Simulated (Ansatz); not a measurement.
**C₈H₁₀S: basis-set convergence**

Aim: see how fast density functionals converge with the basis set for C₈H₁₀S.

The runs use Ansatz 0.2.0, Gaussian basis; one geometry, several basis sets.

The runs, in order: PBE0-D4/def2-SVP; ωB97M-V/def2-SVP; PBE0-D4/def2-QZVPP; ωB97M-V/def2-QZVPP; the functionals' def2-TZVPP values are taken from earlier runs.

**1. The relaxed structure**

An earlier PBE0-D4 in a triple-zeta def2 set relaxation fixed the geometry.

19 atoms, charge 0, spin multiplicity 1.

Atoms are counted from 1 here; the program's logs count them from 0.

Bond lengths: C1–S2 1.795 Å, C1–H10 1.090 Å, C1–H11 1.091 Å, C1–H12 1.092 Å, S2–C3 1.811 Å, C3–C4 1.497 Å, C3–H13 1.093 Å, C3–H14 1.093 Å, C4–C5 1.393 Å, C4–C9 1.390 Å, C5–C6 1.384 Å, C5–H15 1.085 Å, C6–C7 1.389 Å, C6–H16 1.084 Å, C7–C8 1.385 Å, C7–H17 1.084 Å, C8–C9 1.388 Å, C8–H18 1.084 Å and more. Angles: S2–C1–H10 106.8°, S2–C1–H11 111.1°, S2–C1–H12 111.3°, H10–C1–H11 109.0°, H10–C1–H12 108.8°, H11–C1–H12 109.8°, C1–S2–C3 99.9°, S2–C3–C4 113.9°, S2–C3–H13 104.2°, S2–C3–H14 109.2°, C4–C3–H13 111.0°, C4–C3–H14 110.6°, H13–C3–H14 107.5°, C3–C4–C5 120.8°, C3–C4–C9 120.5°, C5–C4–C9 118.7°, C4–C5–C6 120.7°, C4–C5–H15 119.2° and more.

Coordinates:

```
atom     x (Å)     y (Å)     z (Å)
  C1   1.26928  -0.69302  -2.34186
  S2   2.33602   0.37449  -1.37034
  C3   1.83416  -0.11748   0.29912
  C4   0.38212   0.10760   0.58642
  C5  -0.14275   1.39669   0.63611
  C6  -1.48702   1.60160   0.89189
  C7  -2.33310   0.51852   1.09556
  C8  -1.82271  -0.76776   1.04206
  C9  -0.47248  -0.96920   0.78921
 H10   1.46541  -0.46441  -3.38976
 H11   0.21765  -0.49806  -2.12675
 H12   1.49428  -1.74649  -2.16361
 H13   2.46268   0.48686   0.95803
 H14   2.09987  -1.16507   0.46097
 H15   0.51268   2.24266   0.45802
 H16  -1.87977   2.61129   0.93256
 H17  -3.38639   0.67985   1.29394
 H18  -2.47509  -1.61958   1.19732
 H19  -0.07484  -1.97848   0.75112
```

**2. PBE0-D4 in def2-SVP**

in.yaml reads:

```yaml
crystal:
  periodic: [false, false, false]
  atoms:
    - {symbol: C, position_ang: [1.269282, -0.693019, -2.341859]}
    - {symbol: S, position_ang: [2.336021, 0.374485, -1.370338]}
    - {symbol: C, position_ang: [1.834158, -0.117481, 0.299117]}
    - {symbol: C, position_ang: [0.382116, 0.107597, 0.586423]}
    - {symbol: C, position_ang: [-0.142745, 1.396687, 0.636113]}
    - {symbol: C, position_ang: [-1.487018, 1.601595, 0.891888]}
    - {symbol: C, position_ang: [-2.333096, 0.518522, 1.095564]}
    - {symbol: C, position_ang: [-1.822705, -0.767758, 1.042064]}
    - {symbol: C, position_ang: [-0.472483, -0.969205, 0.789214]}
    - {symbol: H, position_ang: [1.465409, -0.464411, -3.389756]}
    - {symbol: H, position_ang: [0.217648, -0.498063, -2.126745]}
    - {symbol: H, position_ang: [1.494283, -1.746493, -2.163614]}
    - {symbol: H, position_ang: [2.462683, 0.486864, 0.958025]}
    - {symbol: H, position_ang: [2.099873, -1.165070, 0.460973]}
    - {symbol: H, position_ang: [0.512682, 2.242658, 0.458017]}
    - {symbol: H, position_ang: [-1.879772, 2.611291, 0.932558]}
    - {symbol: H, position_ang: [-3.386389, 0.679852, 1.293943]}
    - {symbol: H, position_ang: [-2.475091, -1.619583, 1.197319]}
    - {symbol: H, position_ang: [-0.074836, -1.978480, 0.751116]}
basis:
  gaussian: {orbitals: def2-SVP}
hamiltonian: {xc: pbe0, dispersion: d4}
output: {orbitals: {seedname: orbitals}}
```

The run is started by

```sh
> ansatz run in.yaml --threads 2 --pin off --events-out ev --progress --plain --max-ram 22528MiB --backend cpu
```

After this run come: ωB97M-V in def2-SVP; PBE0-D4 in def2-QZVPP; ωB97M-V in def2-QZVPP.

Before running them: what should the planned runs give, taken together? Wanted: PBE0-D4: double and triple zeta above quadruple; ωB97M-V: double and triple zeta above quadruple.

**Answer**, as computed:

```
                                       quantity           value
PBE0-D4: double and triple zeta above quadruple  13.57, 0.78 eV
ωB97M-V: double and triple zeta above quadruple  13.95, 0.74 eV
```

What this shows: PBE0-D4 gains 12.79 eV from double to triple zeta, then 0.78 eV more. These are total energies; as a rule much of such shifts cancels in differences, which this series doesn't test.
